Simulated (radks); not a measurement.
# Co³⁺ in [Ar] 3d6: an all-electron calculation

One table from this session's results is given with a row withheld; the runs are named, their logs left out.

The numbers are computed with radks (a radial shooting solver on a logarithmic mesh, Libxc functionals) version 1 (non-relativistic Kohn-Sham, MS2 meta-GGA, spin-polarised, spherical densities, point nucleus; open shells are filled with parallel spins first), except any that are marked as measured or tabulated.

**The atom as given**

- element: cobalt (Z = 27)
- charge: +3
- electrons: 24
- configuration: [Ar] 3d6

The outer shells:

Co³⁺
```
[Ar] core
3d [↑↓][↑ ][↑ ][↑ ][↑ ]
```

Set-up of the first run:

The run's settings:

```text
Z 27
configuration [Ar] 3d6
relativity non-relativistic
functional ms2,regtpss
spin polarised
nucleus point
```

One table of the session follows, with a row left open; its other results are not shown here.

It belongs to the step «Shells». Sizes of the orbitals, from the radial functions (bohr):

| level | <r> | outermost maximum (interpolated) | 90 % within | nodes |
| --- | --- | --- | --- | --- |
| 1s up | 0.05686 | 0.0375 | 0.101 | 0 |
| 1s down | 0.05686 | 0.0375 | 0.101 | 0 |
| 2s up | 0.2581 | 0.216 | 0.399 | 1 |
| 2s down | 0.2575 | 0.215 | 0.398 | 1 |
| 2p up | 0.2264 | 0.174 | 0.370 | 0 |
| 2p down | 0.2259 | 0.173 | 0.369 | 0 |
| 3s up | 0.7736 | 0.675 | 1.15 | 2 |
| 3s down | 0.7776 | 0.676 | 1.16 | 2 |
| 3p up | ? | ? | ? | ? |
| 3p down | 0.8126 | 0.682 | 1.25 | 1 |
| 3d up | 0.9246 | 0.654 | 1.55 | 0 |
| 3d down | 0.9629 | 0.662 | 1.63 | 0 |

Q: Estimate the row for 3p up from the others.

As computed: <r>: 0.8059; outermost maximum (interpolated): 0.680; 90 % within: 1.23; nodes: 1. In the column «<r>» it lies between 3s down (0.7776) and 3p down (0.8126).

Caveats from the session: Open shells are spherical and high-spin; term and fine-structure splittings are not resolved.
